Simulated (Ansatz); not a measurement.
TiPd2:

```
Pd Ti
1.0
    -1.63740    1.63740    4.38823
     1.63740   -1.63740    4.38823
     1.63740    1.63740   -4.38823
Pd Ti
2 1
Direct
  0.34314 0.34314 0.00000
  0.65687 0.65687 0.00000
  0.00000 0.00000 0.00000
```

The cell comes from a database or a generator and needn't be the stable form of this composition.

| Property | Result |
| --- | --- |
| Program | Ansatz 0.2.0 |
| Task | relaxation of cell and atoms |
| Functional | RPBE |
| Potentials or basis | Ansatz PAW |
| Cutoff | 420 eV (not typed: the program's choice for these potentials) |
| k mesh | 11 × 11 × 11 |
| Occupations | fermi-dirac, width 0.05 eV |
| Spin | no spin polarisation |

At the start: volume 15.69 Å³/atom.

Question: Where does the relaxation end?

Answer: It ends after 6 steps and the volume is 16.00 Å³/atom (+2.0 %); space group I4/mmm (No. 139, to 0.05 Å).

Step by step:
| step | energy change (eV) | largest force (eV/Å) | volume (Å³) |
| --- | --- | --- | --- |
| 1 | 0.0000 | 0.0010 | 47.06 |
| 2 | -0.0008 | 0.0663 | 48.86 |
| 3 | -0.0082 | 0.0161 | 48.03 |
| 4 | -0.0082 | 0.0077 | 48.02 |
| 5 | -0.0083 | 0.0003 | 48.00 |
| 6 | -0.0086 | 0.0002 | 48.00 |

Final structure:
```
Pd Ti
1.0
    -1.64883    1.64883    4.41379
     1.64883   -1.64883    4.41379
     1.64883    1.64883   -4.41379
Pd Ti
2 1
Cartesian
  0.0000 0.0000 3.0321
  0.0000 0.0000 5.7955
  0.0000 0.0000 0.0000
```

Caveat: the plane-wave basis is chosen anew once the cell has moved, so the energies of steps on either side of that aren't comparable; the PAW data sets come from PBE, with cores solved anew for the run's functional, which leaves a small shift of forces and pressure.
